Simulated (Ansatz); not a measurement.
# GeHCl (singlet): the correlation ladder at a displaced geometry (v2), cc-pVDZ

The task here is to estimate one member of a computed series from the others.

Method: cc-pVDZ, core rule «outside noble gas», up to 19 orbitals frozen; program: Ansatz 0.2.0, Gaussian basis.

Plan: UHF; CCSD(T) on RHF; CCSD(T) on UHF; BCCD(T) on RHF; CISD; CCSDT(Q) on RHF; CCSDT(Q) on UHF; CASSCF and MRCISD+Q, 12 electrons in 9 orbitals; CASSCF and NEVPT4(SD), 12 electrons in 9 orbitals; CASSCF and NEVPT2, 12 electrons in 9 orbitals.

15 further runs of the same task are left out: 8 that didn't finish, 7 set aside as unsound or not needed.

### What is computed

The geometry is a PBE0/def2-TZVP stationary point (not a proven minimum) with its atoms shifted at random (size 0.100 Å). No spin-orbit coupling is included. The filled d shell of Ge may be among the frozen orbitals whatever the setting's name suggests; the logs give the count.

3 atoms, charge 0, spin multiplicity 1.

Atoms are counted from 1 here; the program's logs count them from 0.

Bond lengths: Ge1–Cl2 2.178 Å, Ge1–H3 1.579 Å. Angles: Cl2–Ge1–H3 93.4°.

Geometry (Å):

```xyz
3

Ge    0.05439   -0.03590    0.70403
Cl   -0.11048    0.02995   -1.46676
H    -0.03386    1.53389    0.85316
```

The first run:

File in.yaml:

```yaml
crystal:
  periodic: [false, false, false]
  atoms:
    - {symbol: Ge, position_ang: [0.054392, -0.035901, 0.704034]}
    - {symbol: Cl, position_ang: [-0.110482, 0.029949, -1.466758]}
    - {symbol: H, position_ang: [-0.033862, 1.533888, 0.853157]}
basis:
  gaussian: {orbitals: cc-pVDZ}
magnetization: {spin_polarized: true, initial_magnetization: 0}
hamiltonian: {xc: hf}
output: {orbitals: {seedname: orbitals}}
```

Launch:

```sh
> ansatz run in.yaml --threads 1 --pin off --events-out ev --progress --plain --max-ram 2393MiB
```

Among the steps run: UHF; CCSD(T) on RHF; CCSD(T) on UHF; BCCD(T) on RHF; CISD; CCSDT(Q) on RHF; CCSDT(Q) on UHF; CASSCF and MRCISD+Q, 12 electrons in 9 orbitals; CASSCF and NEVPT4(SD), 12 electrons in 9 orbitals; CASSCF and NEVPT2, 12 electrons in 9 orbitals.

One table of the session follows, with a row left open; its other results are not shown here.

| method | from RCCSDT(Q) (meV) |
| --- | --- |
| RHF | +6698.9 |
| UHF | +6698.6 |
| RMP2 | ? |
| RCCSD | +187.9 |
| RCCSD(T) | +33.7 |
| BCCD(T) | +32.6 |
| RCCSDT | +14.0 |
| RCCSDT(Q) | 0 |
| CASSCF valence | +5405.7 |
| NEVPT2 valence | +1191.8 |
| NEVPT4(SD) valence | +126.5 |
| MRCISD valence | +426.9 |
| MRCISD+Q valence | +32.8 |

Estimate the missing values for RMP2.

As computed: from RCCSDT(Q) (meV): +988.6. In the column «from RCCSDT(Q) (meV)» it lies between MRCISD valence (+426.9) and NEVPT2 valence (+1191.8).

Not comparable, so not listed: CCSD(T) on UHF; CCSDT(Q) on UHF (they don't share determinant, frozen orbitals or solution with the rows shown, or repeat one).

Limits of these values: Warnings: restricted reference is unstable.
